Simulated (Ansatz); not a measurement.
This script makes a check of PAW against all-electron LAPW of TlPd₃, space group P4/mmm with Ansatz's Python interface.

`paw_lapw_tlpd3.py`:
```python
# -*- coding: utf-8 -*-
'''PAW against all-electron LAPW for TlPd3.'''

import ansatz as az
import numpy as np


def count_gap(report):
    # lowest empty less highest filled band, counting bands; zero where they overlap
    return max(report.get('gap_by_band_count_ev') or 0.0, 0.0)

vectors = np.array([
    [4.047725, 0.0, 0.0],
    [0.0, 4.047725, 0.0],
    [0.0, 0.0, 4.065395],
])
cell = (
    az.Lattice.of(vectors)
    .atom('Tl', [0.0, 0.0, 0.0])
    .atom('Pd', [0.5, 0.5, 0.0])
    .atom('Pd', [0.5, 0.0, 0.5])
    .atom('Pd', [0.0, 0.5, 0.5])
)

calculation = (
    cell.calculation()
    .functional(az.Functional.LDA)
    .kpoints(spacing=0.52)  # sampling of the Brillouin zone
    .occupations('fermi_dirac', width=0.3)  # fractional filling near the Fermi level
    .mixing('anderson', beta=0.7)
    .stress()  # GPa
    .forces()
    .band_table()  # levels at the mesh points
)
variants = {
    'PAW': calculation.pseudopotentials('paw'),
    'LAPW': calculation.pseudopotentials('all_electron', lapw=True),
}
# totals differ by the cores that each treatment holds, so compare what does not depend on them
rows = []
for label, variant in variants.items():
    summary = variant.run().report
    levels = np.array(summary['eigenvalues_ev'][0]) - summary['fermi_energy_ev']
    print(label, 'levels at the first k-point near E_F:', np.round(levels[np.abs(levels) < 5], 3))
    rows.append((label, summary['n_electrons'], np.trace(summary['stress_gpa']) / 3, float(np.abs(summary['forces_ev_ang']).max()), count_gap(summary)))
for row in rows:
    print('; '.join(f'{name} = {round(v, 4) if isinstance(v, float) else v}' for name, v in zip(['treatment', 'electrons in bands', 'P GPa', 'max force component eV/A', 'gap by band count eV'], row)))
```

How well do the two treatments of the cores agree on the pressure?

PAW gives -7.918 GPa and LAPW -7.917 GPa, 0.001 GPa apart. They took 1.9 and 31.2 s of processor time.

What the script printed:

```console
$ python paw_lapw_tlpd3.py
DeckWarning: basis.ecutwfc = 420 eV, auto-derived from the records' recommended cutoffs: set by Tl (normal level)
PAW levels at the first k-point near E_F: [-4.046 -4.04  -4.04  -3.712 -3.699 -1.841 -1.831 -1.831 -1.091 -1.067
 -0.629 -0.258 -0.258 -0.233  0.823  0.895  0.895  4.186]
LAPW levels at the first k-point near E_F: [-4.051 -4.046 -4.046 -3.715 -3.702 -1.841 -1.831 -1.831 -1.093 -1.069
 -0.627 -0.257 -0.257 -0.233  0.822  0.894  0.894  4.19 ]
treatment = PAW; electrons in bands = 67.0; P GPa = -7.9177; max force component eV/A = 0.0; gap by band count eV = 0.0
treatment = LAPW; electrons in bands = 129.0; P GPa = -7.9171; max force component eV/A = 0.0; gap by band count eV = 0.0
```
(Warnings from the package without file and line.)

Reading the output:
- The settings weren't tested for convergence.
- For a metal this mesh is far too coarse, so the numbers only illustrate the procedure.
- Within a few hundredths of an angstrom the cell has the higher group Pm-3m; the lower one is a small distortion.
- The smearing is wide enough that free energy and stress hold a thermal part of the electrons.
- A gap by band count of zero or less means overlapping bands, a metal, and at an odd count of electrons it is no gap at all.
- At these settings the cell as given stands under about -8 GPa, so it isn't at this functional's equilibrium volume.
- This cell is a computed structure, which may not be the phase found in nature.
- Gaps and levels are Kohn-Sham values on a finite set of k-points, without spin-orbit coupling.
- Pressure is positive in compression; the treatments may keep other shells as core, so totals and counts of electrons can differ.
- It ran for 35 s on 1 thread of Arm Neoverse N1, with other jobs on the host, peak memory 0.56 GiB.
